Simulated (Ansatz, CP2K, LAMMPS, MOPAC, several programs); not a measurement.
Energy against volume for Ge in the diamond structure, at fixed shape and fractional coordinates, computed by several methods (PBE and r2SCAN, where shown, with plane waves in Ansatz); the cell shown is that of r2SCAN. The symmetry is Fd-3m (No. 227, cubic); a = 5.674 Å in the conventional setting, 22.83 Å³ an atom. Ge is surrounded by 4 Ge at 2.46 Å. Calculated for a static, non-magnetic cell. Energies count from each curve's lowest point; fits are third-order Birch-Murnaghan.

```
CELL_PARAMETERS angstrom
0.00000 2.83687 2.83687
2.83687 0.00000 2.83687
2.83687 2.83687 0.00000
ATOMIC_POSITIONS crystal
Ge 0.00000 0.00000 0.00000
Ge 0.25000 0.25000 0.25000
```

PM7 (MOPAC), on the shape of the cell shown, as a cluster of 64 atoms at the zone centre:
```
V (Å³/atom)  E (meV/atom)
     20.091         74.71
     21.461          0.00
     22.831         21.06
     24.201        112.43
     25.570        255.28
```
V₀ = 21.79 Å³ an atom and B₀ = 164 GPa.

PBE/DZVP (CP2K), on the shape of the cell shown:
```csv
V (Å³/atom),E (meV/atom)
20.091,177.78
21.461,70.74
22.831,17.54
24.201,0.00
25.570,9.65
```
V₀ = 24.32 Å³ an atom and B₀ = 52 GPa.

Task: PBE/SZV (CP2K), on the shape of the cell shown, gives
```
V (Å³/atom)  E (meV/atom)
     20.091         60.85
     21.461          0.98
     22.831          0.00
     24.201         40.18
     25.570        107.36
```
What equilibrium volume and bulk modulus follow?

Result: V₀ = 22.14 Å³ an atom and B₀ = 92 GPa.

Task: SiCGe.tersoff (LAMMPS), on the shape of its own relaxed cell, gives
```tsv
V (Å³/atom)	E (meV/atom)
21.269	21.51
21.947	5.08
22.626	0.00
23.305	4.57
23.984	17.34
```
What equilibrium volume and bulk modulus follow?

Result: V₀ = 22.63 Å³ an atom and B₀ = 76 GPa.

Task: r2SCAN, on the shape of its own relaxed cell, gives

| V (Å³/atom) | E (meV/atom) |
| --- | --- |
| 21.461 | 20.16 |
| 22.146 | 4.58 |
| 22.831 | 0.00 |
| 23.516 | 4.65 |
| 24.201 | 16.10 |

What equilibrium volume and bulk modulus follow?

Result: V₀ = 22.80 Å³ an atom and B₀ = 70 GPa.
